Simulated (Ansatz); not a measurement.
# UHF/def2-SVPD run of GeNH4O (SMILES [NH][GeH2][OH])

Aim: the electronic atomisation energy of GeNH4O at UHF/def2-SVPD, from 5 runs. 

Program for the calculation: Ansatz 0.2.0.

66 further runs of the same task are left out: 66 set aside as unsound or not needed.

## (1) The structure to begin with

GeNH4O: 7 atoms, total charge 0, spin state doublet. SMILES: `[NH][GeH2][OH]`. The shape is that of a PBE0-D4/def2-TZVP optimisation. This is one conformer, not always the lowest.

Bond lengths: N1–Ge2 1.860 Å, Ge2–O3 1.772 Å, N1–H4 1.025 Å, Ge2–H5 1.544 Å, Ge2–H6 1.536 Å, O3–H7 0.961 Å. Angles: N1–Ge2–O3 106.5°, N1–Ge2–H5 107.6°, N1–Ge2–H6 113.8°, O3–Ge2–H5 110.8°, O3–Ge2–H6 105.4°, Ge2–N1–H4 110.2°, Ge2–O3–H7 111.8°, H5–Ge2–H6 112.6°.

## (2) A single-point energy at UHF/def2-SVPD

File molecule.yaml:

```yaml
crystal:
  periodic: [false, false, false]
  atoms:
    - {symbol: "N", position_ang: [-1.180000, -0.629600, -0.704300]}
    - {symbol: Ge, position_ang: [0.091800, 0.357900, 0.227300]}
    - {symbol: O, position_ang: [1.488100, -0.708500, 0.454200]}
    - {symbol: H, position_ang: [-2.073700, -0.127300, -0.724700]}
    - {symbol: H, position_ang: [0.468500, 1.575300, -0.644200]}
    - {symbol: H, position_ang: [-0.348300, 0.758200, 1.642900]}
    - {symbol: H, position_ang: [1.614800, -1.294000, -0.296700]}
basis:
  gaussian:
    orbitals: def2-SVPD
magnetization:
  spin_polarized: true
  initial_magnetization: 1
hamiltonian:
  xc: hf
accuracy: high
output:
  orbitals: {seedname: orbitals}
```

The run is started by

```sh
$ ansatz run molecule.yaml --threads 1 --pin off --max-ram 3480MiB --events-out events.jsonl --progress --plain --runs-dir runs
```

Output:

```text
Warning: RAYON_NUM_THREADS=1 ignored (pool sized by the plan → 1); use --threads N
Functional definition: HF
  name "HF"
  exchange = exact_x
  correlation = 0
2285 factors; integrals over basis functions are off by at most 4.7e-9 eV
mean field evaluation 1: about -60040.8460 eV, gradient 2.9e1 eV
mean field evaluation 2: about -60040.8862 eV, gradient 2.9e1 eV
mean field evaluation 4: about -60045.3586 eV, gradient 3.1e0 eV
mean field evaluation 8: about -60045.5002 eV, gradient 2.5e-1 eV
mean field evaluation 16: about -60045.5018 eV, gradient 1.7e-8 eV
mean field evaluation 32: about -60044.1654 eV, gradient 5.5e-1 eV
mean field evaluation 64: about -60044.1281 eV, gradient 4.0e-1 eV
mean field -60045.50184276 eV, -2206.6314924184 hartree, gradient 2.3e-8 eV, S^2 0.760819; 0 other end points of the search recorded, 0 dependent functions left out
reference -60045.50184276 eV, -2206.6314924184 hartree; 26, 25 occupied and 87, 88 virtual orbitals, 2285 factors
Total energy: -60045.50184276 eV, -2206.6314924184 hartree
```

It took 11 s on 1 thread of Arm Neoverse V1, shared host; peak memory 0.45 GiB.

## (3) The Ge atom at the same level

File job.yaml:

```yaml
crystal:
  periodic: [false, false, false]
  atoms:
    - {symbol: Ge, position_ang: [0.000000, 0.000000, 0.000000]}
basis:
  gaussian:
    orbitals: def2-SVPD
magnetization:
  spin_polarized: true
  initial_magnetization: 2
hamiltonian:
  xc: hf
accuracy: high
```

The run is started by

```sh
$ ansatz run job.yaml --threads 1 --pin off --max-ram 3480MiB --events-out events.jsonl --progress --plain --runs-dir runs
```

Output:

```text
Warning: RAYON_NUM_THREADS=1 ignored (pool sized by the plan → 1); use --threads N
[... 4 set-up lines as earlier in the session ...]
370 factors; integrals over basis functions are off by at most 4.8e-9 eV
mean field evaluation 1: about -56465.0304 eV, gradient 3.7e0 eV
mean field evaluation 2: about -56465.0348 eV, gradient 3.7e0 eV
mean field evaluation 4: about -56465.2187 eV, gradient 1.2e-1 eV
mean field evaluation 8: about -56465.2188 eV, gradient 6.6e-9 eV
mean field evaluation 16: about -56465.2184 eV, gradient 1.5e-1 eV
mean field evaluation 32: about -56465.2186 eV, gradient 1.3e-1 eV
mean field -56465.21877939 eV, -2075.0585166428 hartree, gradient 3.1e-8 eV, S^2 2.011074; 0 other end points of the search recorded, 0 dependent functions left out
reference -56465.21877939 eV, -2075.0585166428 hartree; 17, 15 occupied and 21, 23 virtual orbitals, 370 factors
Total energy: -56465.21877939 eV, -2075.0585166428 hartree
```

Run time: 0.3 s. Hardware: 1 thread of Arm Neoverse V1, shared host.

## (4) The H atom

File in.yaml:

```yaml
crystal:
  periodic: [false, false, false]
  atoms:
    - {symbol: H, position_ang: [0.000000, 0.000000, 0.000000]}
basis:
  gaussian: {orbitals: def2-SVPD}
magnetization: {spin_polarized: true, initial_magnetization: 1}
hamiltonian: {xc: hf}
accuracy: high
```

The run is started by

```sh
$ ansatz run in.yaml --threads 1 --pin off --max-ram 3480MiB --events-out events.jsonl --progress --plain --runs-dir runs
```

Output:

```text
Warning: RAYON_NUM_THREADS=1 ignored (pool sized by the plan → 1); use --threads N
[... 4 set-up lines as earlier in the session ...]
33 factors; integrals over basis functions are off by at most 2.1e-9 eV
mean field evaluation 1: about -13.5522 eV, gradient 1.6e0 eV
mean field evaluation 2: about -13.5522 eV, gradient 1.6e0 eV
mean field evaluation 4: about -13.5861 eV, gradient 1.4e-4 eV
mean field evaluation 8: about -13.5861 eV, gradient 7.9e-9 eV
mean field -13.58605754 eV, -0.4992784057 hartree, gradient 7.9e-9 eV, S^2 0.750000; 0 other end points of the search recorded, 0 dependent functions left out
reference -13.58605754 eV, -0.4992784057 hartree; 1, 0 occupied and 7, 8 virtual orbitals, 33 factors
Total energy: -13.58605754 eV, -0.4992784057 hartree
```

Wall time 0.04 s (1 thread of Arm Neoverse V1, shared host).

## (5) The N atom, same level

File in.yaml:

```yaml
crystal:
  periodic: [false, false, false]
  atoms:
    - {symbol: "N", position_ang: [0.000000, 0.000000, 0.000000]}
basis:
  gaussian:
    orbitals: def2-SVPD
total_charge: 0
magnetization:
  spin_polarized: true
  initial_magnetization: 3
hamiltonian:
  xc: hf
accuracy: high
```

Run the same way, it converges to -54.33726 Eh (log not shown).

## (6) The O atom at the same level

job.yaml, as its differences from that of step 3:

```diff
@@ -3,3 +3,3 @@
   atoms:
-    - {symbol: Ge, position_ang: [0.000000, 0.000000, 0.000000]}
+    - {symbol: O, position_ang: [0.000000, 0.000000, 0.000000]}
 basis:
```

Run the same way, it converges to -74.72423 Eh (log not shown).

## (7) Summary of results

Level: UHF/def2-SVPD.

```
                                    quantity           value
                      molecule: total energy  -2206.63149 Eh
molecule: HOMO energy (highest over α and β)       -11.54 eV
 molecule: LUMO energy (lowest over α and β)         1.68 eV
                              molecule: ⟨S²⟩           0.761
                       Ge atom: total energy  -2075.05852 Eh
                               Ge atom: ⟨S²⟩           2.011
                        H atom: total energy     -0.49928 Eh
                                H atom: ⟨S²⟩           0.750
                        N atom: total energy    -54.33726 Eh
                                N atom: ⟨S²⟩           3.759
                        O atom: total energy    -74.72423 Eh
                                O atom: ⟨S²⟩           2.009
               electronic atomisation energy       13.997 eV
```

Taking the molecule apart into free atoms costs 14.00 eV (323 kcal/mol), before zero-point energy and without spin-orbit coupling. Hartree–Fock lacks the correlation of the bonding pairs, which as a rule makes this value much too low; in minimal bases other errors can mask that.
